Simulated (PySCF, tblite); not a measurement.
# CH₇AsSi: dynamics, then NMR shifts on frames

How do NMR shifts of CH₇AsSi (`C[AsH][SiH3]`) change as the atoms move?

Programs: tblite 0.8.0 and PySCF 2.14.0, with density-fitted response routines of our own. Each step states its level of theory. These are calculated values for one molecule in the gas phase, unless marked as measured. Atoms are numbered from 0 throughout.

### Step 1. Starting geometry

10 atoms, charge 0, multiplicity 1; geometry from: GFN2-xTB.

Bonds of the start (Å): C0–As1 1.98, As1–Si2 2.32, C0–H3 1.09, C0–H4 1.09, C0–H5 1.09, As1–H6 1.51, Si2–H7 1.47, Si2–H8 1.47, Si2–H9 1.47.

### Step 2. A short Langevin run with GFN2-xTB

The job: settings as JSON, then the geometry in Å.

```
{"job": {"kind": "md", "xc": "GFN2-xTB", "basis": "xTB", "temperature": 300, "steps": 2000, "every": 50, "frames": 5}, "charge": 0, "multiplicity": 1}
C      1.612021     0.185731     0.141487
As     0.282992    -1.275159     0.034887
Si    -1.608430     0.072528     0.120320
H      2.612142    -0.219352     0.297847
H      1.392025     0.886799     0.944735
H      1.618286     0.730389    -0.803128
H      0.254772    -1.531185     1.521490
H     -2.817978    -0.728820     0.330193
H     -1.762673     0.786597    -1.155186
H     -1.574274     1.097127     1.173591
```

Method: GFN2-xTB Langevin dynamics, gas phase.

Command:

```bash
> OMP_NUM_THREADS=1 python probes_run.py task.json out
```

This one command runs all jobs of the session in turn.

The program printed:

```text
t/fs     T/K      E/eV
    0.0   254.2   -266.60631
   25.0   109.6   -266.41190
   50.0   286.4   -266.25449
   75.0   324.1   -266.31700
  100.0   250.9   -266.14645
  125.0   270.9   -266.31882
  150.0   372.8   -266.42222
  175.0   199.5   -266.26775
  200.0   240.0   -266.28208
  225.0   348.4   -266.27459
  250.0   283.9   -266.28578
  275.0   280.2   -266.31825
  300.0   260.5   -266.39514
  325.0   195.1   -266.45906
  350.0   156.4   -266.39356
  375.0   170.3   -266.43456
  400.0   181.5   -266.34533
  425.0   182.9   -266.24644
  450.0   224.9   -266.30265
  475.0   236.7   -266.33474
  500.0   254.7   -266.32684
  525.0   319.9   -266.19161
  550.0   259.9   -266.10817
  575.0   339.7   -266.32272
  600.0   423.6   -266.43046
  625.0   282.9   -266.26381
  650.0   194.3   -266.17345
  675.0   221.2   -266.14971
  700.0   206.7   -266.16787
  725.0   360.2   -266.39068
  750.0   352.6   -266.33712
  775.0   323.6   -266.16343
  800.0   384.6   -266.31309
  825.0   407.3   -266.28363
  850.0   256.0   -266.26658
  875.0   321.4   -266.35016
  900.0   261.9   -266.29558
  925.0   313.3   -266.32842
  950.0   330.7   -266.39286
  975.0   308.5   -266.26072
 1000.0   254.0   -266.17683
```

It took 6.8 s on 1 thread of Arm Neoverse V1, shared host; peak memory 0.18 GiB.

Distance from the start (root mean square after alignment): 0 fs 0.00 Å, 200 fs 0.17 Å, 400 fs 0.24 Å, 600 fs 0.27 Å, 800 fs 0.49 Å, 1000 fs 0.56 Å.

Positions (Å) and forces (eV/Å) at 1000 fs:

```xyz
10

C     0.918   -0.194   -0.022    0.571   -1.029    1.690
As   -0.920   -0.961    0.049   -0.961    0.783   -1.478
Si   -2.262    0.978    0.515    0.846    0.459   -0.927
H     1.571   -1.040   -0.370   -0.380    0.783    0.286
H     1.158   -0.002    1.060    0.188   -0.062   -0.893
H     1.180    0.697   -0.577   -0.530    0.006   -0.228
H    -1.127   -1.338    1.439    0.510   -0.177    0.917
H    -3.477    1.108   -0.336    0.294   -0.156    0.200
H    -1.362    2.152    0.158   -0.430   -0.447    0.090
H    -2.663    1.303    1.871   -0.108   -0.160    0.343
```

### Step 3. Nuclear shieldings: 250 fs, PBE0/pcSseg-1

The job: settings as JSON, then the geometry in Å.

```
{"job": {"kind": "nmr", "xc": "PBE0", "basis": "pcSseg-1", "pop": false}, "charge": 0, "multiplicity": 1}
C      1.468700     0.270500     0.336400
As     0.190200    -1.102700     0.010600
Si    -1.818600     0.169400     0.256700
H      2.463300    -0.227200     0.258100
H      1.334700     0.923300     1.142900
H      1.440000     0.971600    -0.495900
H      0.272800    -1.538100     1.418300
H     -2.934800    -0.626000     0.654300
H     -2.078900     0.941300    -0.986700
H     -1.845400     1.090400     1.416300
```

Level: GIAO PBE0/pcSseg-1 NMR shielding, non-relativistic, gas phase.

The program printed:

```text
coarse grid: 36232 points
cycle   1  E = -2566.9339693741  dE = -8.570e-01  |g| = 7.115e-01  |ddm| = 2.830e+00
cycle   2  E = -2566.9285768441  dE =  5.393e-03  |g| = 5.541e-01  |ddm| = 5.238e-01
cycle   3  E = -2566.9621170552  dE = -3.354e-02  |g| = 1.185e-01  |ddm| = 4.064e-01
cycle   4  E = -2566.9652387557  dE = -3.122e-03  |g| = 2.702e-02  |ddm| = 1.285e-01
cycle   5  E = -2566.9654164442  dE = -1.777e-04  |g| = 3.611e-03  |ddm| = 2.306e-02
cycle   6  E = -2566.9654186815  dE = -2.237e-06  |g| = 9.130e-04  |ddm| = 5.718e-03
final grid: 73816 points
cycle   7  E = -2566.9654128976  dE = -1.526e-08  |g| = 1.116e-03  |ddm| = 3.378e-03
cycle   8  E = -2566.9654128394  dE =  5.815e-08  |g| = 1.434e-03  |ddm| = 3.222e-03
cycle   9  E = -2566.9654131651  dE = -3.257e-07  |g| = 7.951e-05  |ddm| = 1.546e-03
cycle  10  E = -2566.9654131674  dE = -2.306e-09  |g| = 4.358e-06  |ddm| = 1.458e-04
cycle  11  E = -2566.9654131674  dE = -4.093e-12  |g| = 2.309e-06  |ddm| = 7.061e-06
converged SCF energy = -2566.9654131674

GIAO shielding tensors (ppm)
atom      isotropic    diamagn.    paramagn.     s11        s22        s33       span
  0 C      191.680     249.929     -58.250    181.166    189.212    204.661     23.494
  1 As    1823.491    2876.513   -1053.022   1673.987   1801.251   1995.235    321.248
  2 Si     431.603     879.167    -447.564    381.075    419.993    493.742    112.667
  3 H       29.963      28.364       1.599     22.935     27.006     39.947     17.012
  4 H       31.419      31.355       0.063     25.134     28.937     40.185     15.051
  5 H       31.202      30.959       0.243     25.809     28.334     39.463     13.654
  6 H       29.320      30.332      -1.012     21.622     24.863     41.476     19.854
  7 H       28.116      28.905      -0.790     24.369     25.510     34.469     10.100
  8 H       27.626      28.170      -0.544     23.982     25.136     33.759      9.777
  9 H       27.528      28.693      -1.166     23.794     25.490     33.299      9.504
```

Wall time 7.4 s (1 thread of Arm Neoverse V1, shared host); peak memory 0.55 GiB.

The references, computed at this level on geometries of the same kind, shield at (ppm): 1H TMS 31.72, 13C TMS 186.9, 29Si TMS 349.2, 75As AsH3 1989. Their shielding less the atom's gives the shift. The references are single molecules in the gas phase. Shifts against hydride references such as AlH4− lie on their own scale. Each atom is listed at this fixed geometry, with no averaging over motion; a spectrum would average atoms that exchange fast.

```tsv
atoms	environment	σ (ppm)	δ (ppm)
C0	methyl carbon bonded to As	191.7	-4.8
H9	hydrogen on a silicon bonded to As	27.53	4.19
H8	hydrogen on a silicon bonded to As	27.63	4.09
H7	hydrogen on a silicon bonded to As	28.12	3.60
H6	hydrogen on an arsenic bonded to C, Si	29.32	2.40
H3	hydrogen on a methyl carbon bonded to As	29.96	1.75
H5	hydrogen on a methyl carbon bonded to As	31.20	0.51
H4	hydrogen on a methyl carbon bonded to As	31.42	0.30
As1	arsenic bonded to C, Si, H	1823	165
Si2	silicon bonded to As, 3 H	431.6	-82.4
```

### Step 4. NMR shieldings: 425 fs, PBE0/pcSseg-1

The job: settings as JSON, then the geometry in Å.

```
{"job": {"kind": "nmr", "xc": "PBE0", "basis": "pcSseg-1", "pop": false}, "charge": 0, "multiplicity": 1}
C      1.631300     0.037500     0.251600
As     0.071600    -1.127700     0.058100
Si    -1.721400     0.368300     0.407900
H      2.575700    -0.488100     0.533900
H      1.505400     0.615400     1.231000
H      1.679700     0.668500    -0.636800
H     -0.136500    -1.471900     1.550000
H     -2.845800    -0.398100     0.955300
H     -2.128700     0.674000    -1.017000
H     -1.585600     1.637900     1.071900
```

With the program's defaults for keys left out, this is: GIAO PBE0/pcSseg-1 NMR shielding, non-relativistic, gas phase.

The program printed:

```text
coarse grid: 36232 points
cycle   1  E = -2566.9374658118  dE = -9.658e-01  |g| = 6.957e-01  |ddm| = 2.800e+00
cycle   2  E = -2566.9353840593  dE =  2.082e-03  |g| = 5.206e-01  |ddm| = 4.879e-01
cycle   3  E = -2566.9611983290  dE = -2.581e-02  |g| = 1.171e-01  |ddm| = 3.720e-01
cycle   4  E = -2566.9641126479  dE = -2.914e-03  |g| = 3.173e-02  |ddm| = 1.303e-01
cycle   5  E = -2566.9643708830  dE = -2.582e-04  |g| = 3.546e-03  |ddm| = 2.741e-02
cycle   6  E = -2566.9643731325  dE = -2.250e-06  |g| = 9.891e-04  |ddm| = 6.199e-03
final grid: 73816 points
cycle   7  E = -2566.9643969843  dE =  3.897e-08  |g| = 1.286e-03  |ddm| = 3.721e-03
cycle   8  E = -2566.9643968401  dE =  1.442e-07  |g| = 1.708e-03  |ddm| = 3.941e-03
cycle   9  E = -2566.9643973764  dE = -5.363e-07  |g| = 8.682e-05  |ddm| = 1.958e-03
cycle  10  E = -2566.9643973794  dE = -2.921e-09  |g| = 3.268e-06  |ddm| = 1.635e-04
cycle  11  E = -2566.9643973794  dE = -4.547e-12  |g| = 2.344e-06  |ddm| = 6.530e-06
converged SCF energy = -2566.9643973794

GIAO shielding tensors (ppm)
atom      isotropic    diamagn.    paramagn.     s11        s22        s33       span
  0 C      186.587     248.850     -62.263    175.174    186.355    198.232     23.058
  1 As    1797.210    2876.508   -1079.298   1535.030   1676.596   2180.003    644.973
  2 Si     430.726     879.523    -448.797    375.345    438.490    478.342    102.997
  3 H       29.938      27.853       2.085     24.554     26.602     38.657     14.103
  4 H       28.622      29.082      -0.459     21.540     27.427     36.900     15.360
  5 H       30.637      29.590       1.047     24.595     27.953     39.363     14.767
  6 H       28.234      29.169      -0.935     21.340     24.595     38.767     17.427
  7 H       27.770      28.676      -0.906     23.966     25.312     34.030     10.064
  8 H       27.005      28.185      -1.181     22.782     25.281     32.951     10.168
  9 H       28.021      29.114      -1.093     24.548     25.558     33.957      9.409
```

It took 7.5 s on 1 thread of Arm Neoverse V1, shared host; peak memory 0.62 GiB.

In short: δ C0 0.3, As1 191, Si2 -81.6, H8 4.71, H7 3.95 ppm.

### Step 5. NMR shieldings: 625 fs, PBE0/pcSseg-1

The job: settings as JSON, then the geometry in Å.

```
{"job": {"kind": "nmr", "xc": "PBE0", "basis": "pcSseg-1", "pop": false}, "charge": 0, "multiplicity": 1}
C      1.565300    -0.682900     0.261500
As    -0.326700    -1.264100     0.009500
Si    -1.316500     0.808300     0.709200
H      2.138400    -1.505600     0.472600
H      1.773800    -0.054000     1.182600
H      1.976000    -0.255300    -0.635300
H     -0.435000    -1.924700     1.419800
H     -2.691800     0.906900     0.324400
H     -0.606400     1.722600    -0.165100
H     -1.299100     1.047300     2.117300
```

Level: GIAO PBE0/pcSseg-1 NMR shielding, non-relativistic, gas phase.

The program printed:

```text
coarse grid: 36232 points
cycle   1  E = -2566.9339492017  dE = -9.364e-01  |g| = 7.096e-01  |ddm| = 2.814e+00
cycle   2  E = -2566.9272222317  dE =  6.727e-03  |g| = 5.548e-01  |ddm| = 5.421e-01
cycle   3  E = -2566.9611424346  dE = -3.392e-02  |g| = 1.251e-01  |ddm| = 4.222e-01
cycle   4  E = -2566.9647487612  dE = -3.606e-03  |g| = 2.988e-02  |ddm| = 1.397e-01
cycle   5  E = -2566.9649736085  dE = -2.248e-04  |g| = 3.279e-03  |ddm| = 2.613e-02
cycle   6  E = -2566.9649753891  dE = -1.781e-06  |g| = 1.027e-03  |ddm| = 5.614e-03
final grid: 73816 points
cycle   7  E = -2566.9650008547  dE =  1.437e-08  |g| = 1.319e-03  |ddm| = 3.692e-03
cycle   8  E = -2566.9650007387  dE =  1.159e-07  |g| = 1.727e-03  |ddm| = 3.816e-03
cycle   9  E = -2566.9650012299  dE = -4.911e-07  |g| = 8.847e-05  |ddm| = 1.871e-03
cycle  10  E = -2566.9650012328  dE = -2.903e-09  |g| = 7.984e-06  |ddm| = 1.579e-04
cycle  11  E = -2566.9650012328  dE = -2.456e-11  |g| = 2.254e-06  |ddm| = 1.039e-05
converged SCF energy = -2566.9650012328

GIAO shielding tensors (ppm)
atom      isotropic    diamagn.    paramagn.     s11        s22        s33       span
  0 C      187.686     246.367     -58.681    179.976    185.094    197.987     18.012
  1 As    1778.409    2876.014   -1097.605   1621.437   1698.585   2015.206    393.769
  2 Si     433.748     879.897    -446.149    381.146    440.592    479.506     98.360
  3 H       32.471      30.629       1.842     26.143     29.460     41.810     15.667
  4 H       29.562      28.874       0.688     23.478     27.505     37.704     14.225
  5 H       31.338      30.025       1.313     25.908     27.821     40.285     14.377
  6 H       28.183      28.634      -0.451     21.703     23.796     39.049     17.345
  7 H       28.361      29.379      -1.017     24.302     25.978     34.804     10.502
  8 H       27.959      29.525      -1.566     24.000     26.265     33.611      9.611
  9 H       27.999      29.484      -1.486     23.872     25.800     34.324     10.452
```

Run time: 7.5 s. Hardware: 1 thread of Arm Neoverse V1, shared host; peak memory 0.59 GiB.

This run: δ C0 -0.8, As1 210, Si2 -84.6, H8 3.76, H9 3.72 ppm.

### Step 6. Shielding tensors: 800 fs, PBE0/pcSseg-1

The job: settings as JSON, then the geometry in Å.

```
{"job": {"kind": "nmr", "xc": "PBE0", "basis": "pcSseg-1", "pop": false}, "charge": 0, "multiplicity": 1}
C      1.201900    -0.953800     0.236600
As    -0.722200    -1.169100    -0.045600
Si    -1.493100     0.891300     0.936400
H      1.624900    -1.916400     0.002600
H      1.590300    -0.492600     1.192900
H      1.508700    -0.353600    -0.586700
H     -1.003100    -1.877800     1.229300
H     -2.701800     1.327600     0.229900
H     -0.585400     2.027100     0.782100
H     -1.631100     0.467300     2.356600
```

Level: GIAO PBE0/pcSseg-1 NMR shielding, non-relativistic, gas phase.

The program printed:

```text
coarse grid: 36232 points
cycle   1  E = -2566.9386954060  dE = -9.331e-01  |g| = 7.021e-01  |ddm| = 2.808e+00
cycle   2  E = -2566.9342520742  dE =  4.443e-03  |g| = 5.337e-01  |ddm| = 5.088e-01
cycle   3  E = -2566.9646012875  dE = -3.035e-02  |g| = 1.224e-01  |ddm| = 3.904e-01
cycle   4  E = -2566.9680114386  dE = -3.410e-03  |g| = 2.934e-02  |ddm| = 1.337e-01
cycle   5  E = -2566.9682295740  dE = -2.181e-04  |g| = 3.100e-03  |ddm| = 2.570e-02
cycle   6  E = -2566.9682311990  dE = -1.625e-06  |g| = 9.617e-04  |ddm| = 5.351e-03
final grid: 73816 points
cycle   7  E = -2566.9682416010  dE = -7.820e-09  |g| = 1.199e-03  |ddm| = 3.427e-03
cycle   8  E = -2566.9682415390  dE =  6.202e-08  |g| = 1.535e-03  |ddm| = 3.313e-03
cycle   9  E = -2566.9682418858  dE = -3.468e-07  |g| = 8.448e-05  |ddm| = 1.584e-03
cycle  10  E = -2566.9682418884  dE = -2.542e-09  |g| = 1.001e-05  |ddm| = 1.479e-04
cycle  11  E = -2566.9682418884  dE = -1.728e-11  |g| = 1.330e-06  |ddm| = 1.090e-05
converged SCF energy = -2566.9682418884

GIAO shielding tensors (ppm)
atom      isotropic    diamagn.    paramagn.     s11        s22        s33       span
  0 C      187.576     249.125     -61.549    179.625    188.159    194.945     15.321
  1 As    1797.527    2876.791   -1079.264   1659.909   1758.311   1974.360    314.452
  2 Si     434.152     879.232    -445.080    372.397    449.059    481.002    108.605
  3 H       30.820      29.423       1.397     24.031     28.073     40.356     16.325
  4 H       29.358      28.740       0.618     23.530     26.951     37.594     14.063
  5 H       31.584      31.778      -0.194     25.857     28.877     40.018     14.161
  6 H       29.215      30.777      -1.562     22.131     24.426     41.087     18.956
  7 H       27.699      28.382      -0.683     23.623     25.587     33.887     10.264
  8 H       28.050      29.162      -1.111     24.357     26.495     33.300      8.943
  9 H       26.627      28.223      -1.596     21.653     25.188     33.039     11.386
```

It took 7.3 s on 1 thread of Arm Neoverse V1, shared host; peak memory 0.59 GiB.

In short: δ C0 -0.7, As1 191, Si2 -85.0, H9 5.09, H7 4.02 ppm.

### Step 7. Shielding tensors: 1000 fs, PBE0/pcSseg-1

The job: settings as JSON, then the geometry in Å.

```
{"job": {"kind": "nmr", "xc": "PBE0", "basis": "pcSseg-1", "pop": false}, "charge": 0, "multiplicity": 1}
C      0.917900    -0.193900    -0.022300
As    -0.919900    -0.960700     0.048800
Si    -2.262300     0.977900     0.515000
H      1.571000    -1.040500    -0.369800
H      1.157800    -0.002200     1.059500
H      1.180200     0.696900    -0.576900
H     -1.127000    -1.337900     1.439400
H     -3.476600     1.107800    -0.336100
H     -1.362400     2.152200     0.157600
H     -2.663200     1.303300     1.871400
```

With the program's defaults for keys left out, this is: GIAO PBE0/pcSseg-1 NMR shielding, non-relativistic, gas phase.

The program printed:

```text
coarse grid: 36232 points
cycle   1  E = -2566.9340742220  dE = -9.831e-01  |g| = 6.977e-01  |ddm| = 2.791e+00
cycle   2  E = -2566.9306390519  dE =  3.435e-03  |g| = 5.289e-01  |ddm| = 4.846e-01
cycle   3  E = -2566.9572820356  dE = -2.664e-02  |g| = 1.227e-01  |ddm| = 3.932e-01
cycle   4  E = -2566.9605390100  dE = -3.257e-03  |g| = 3.164e-02  |ddm| = 1.377e-01
cycle   5  E = -2566.9607928150  dE = -2.538e-04  |g| = 3.954e-03  |ddm| = 2.667e-02
cycle   6  E = -2566.9607957248  dE = -2.910e-06  |g| = 9.841e-04  |ddm| = 6.715e-03
final grid: 73816 points
cycle   7  E = -2566.9607817059  dE =  2.557e-08  |g| = 1.270e-03  |ddm| = 3.779e-03
cycle   8  E = -2566.9607815853  dE =  1.206e-07  |g| = 1.672e-03  |ddm| = 3.803e-03
cycle   9  E = -2566.9607820892  dE = -5.038e-07  |g| = 8.993e-05  |ddm| = 1.869e-03
cycle  10  E = -2566.9607820922  dE = -3.056e-09  |g| = 2.537e-06  |ddm| = 1.644e-04
cycle  11  E = -2566.9607820922  dE =  1.046e-11  |g| = 1.301e-06  |ddm| = 6.163e-06
converged SCF energy = -2566.9607820922

GIAO shielding tensors (ppm)
atom      isotropic    diamagn.    paramagn.     s11        s22        s33       span
  0 C      186.189     248.240     -62.051    158.925    187.612    212.031     53.106
  1 As    1801.906    2875.165   -1073.259   1486.052   1687.451   2232.215    746.163
  2 Si     426.255     878.803    -452.549    382.977    411.296    484.491    101.514
  3 H       30.037      28.533       1.504     23.185     27.617     39.309     16.124
  4 H       28.930      29.183      -0.253     21.599     27.291     37.901     16.302
  5 H       30.962      30.098       0.864     25.539     28.391     38.956     13.417
  6 H       29.177      30.424      -1.247     21.655     24.398     41.477     19.822
  7 H       27.433      27.836      -0.403     23.421     25.153     33.725     10.304
  8 H       27.085      28.247      -1.161     23.219     25.808     32.229      9.011
  9 H       27.695      28.537      -0.842     23.737     25.483     33.865     10.128
```

Run time: 7.1 s. Hardware: 1 thread of Arm Neoverse V1, shared host; peak memory 0.62 GiB.

In short: δ C0 0.7, As1 187, Si2 -77.1, H8 4.63, H7 4.28 ppm.

### Step 8. Side by side: NMR shifts

Shifts (ppm) of some atoms, chosen among heavy atoms and hydrogens apart, with basis size and wall time:

```tsv
frame	C0	H9	H6	H3	H4	As1	Si2	functions	time
250 fs	-4.8	4.19	2.40	1.75	0.30	165	-82.4	117	7.4 s
425 fs	0.3	3.70	3.48	1.78	3.09	191	-81.6	117	7.5 s
625 fs	-0.8	3.72	3.53	-0.75	2.15	210	-84.6	117	7.5 s
800 fs	-0.7	5.09	2.50	0.90	2.36	191	-85.0	117	7.3 s
1000 fs	0.7	4.02	2.54	1.68	2.79	187	-77.1	117	7.1 s
```

### Step 9. Results

| quantity | value |
| --- | --- |
| thermostat | 300 K |
| mean temperature, second half | 304 K |
| mean potential energy above the minimum | 0.34 eV |
| 13C shifts against TMS (PBE0/pcSseg-1, 250 fs) | -4.8 ppm |
| 1H shifts against TMS (PBE0/pcSseg-1, 250 fs) | 4.19, 4.09, 3.60, 2.40, 1.75, 0.51, 0.30 ppm |
| 75As shifts against AsH3 (PBE0/pcSseg-1, 250 fs) | 165 ppm |
| 29Si shifts against TMS (PBE0/pcSseg-1, 250 fs) | -82.4 ppm |
| range of the shift of As1 | 165 to 210 ppm |

In the second half the potential energy averages 0.34 eV above the minimum; equipartition over 24 harmonic modes at 300 K would give 0.31 eV. With 10 atoms the temperature swings widely (110 to 424 K). Shifts at one fixed geometry are not the observed spectrum, which averages over the motion. In the first frame run (250 fs): The widest tensor belongs to As1: span 321 ppm, with a paramagnetic part of -1053 ppm. Across the 5 runs the shift of As1 moves most, between 165 (250 fs) and 210 ppm (625 fs). Spin-orbit coupling is left out, which matters for shieldings and couplings at and beside the heavy atoms.
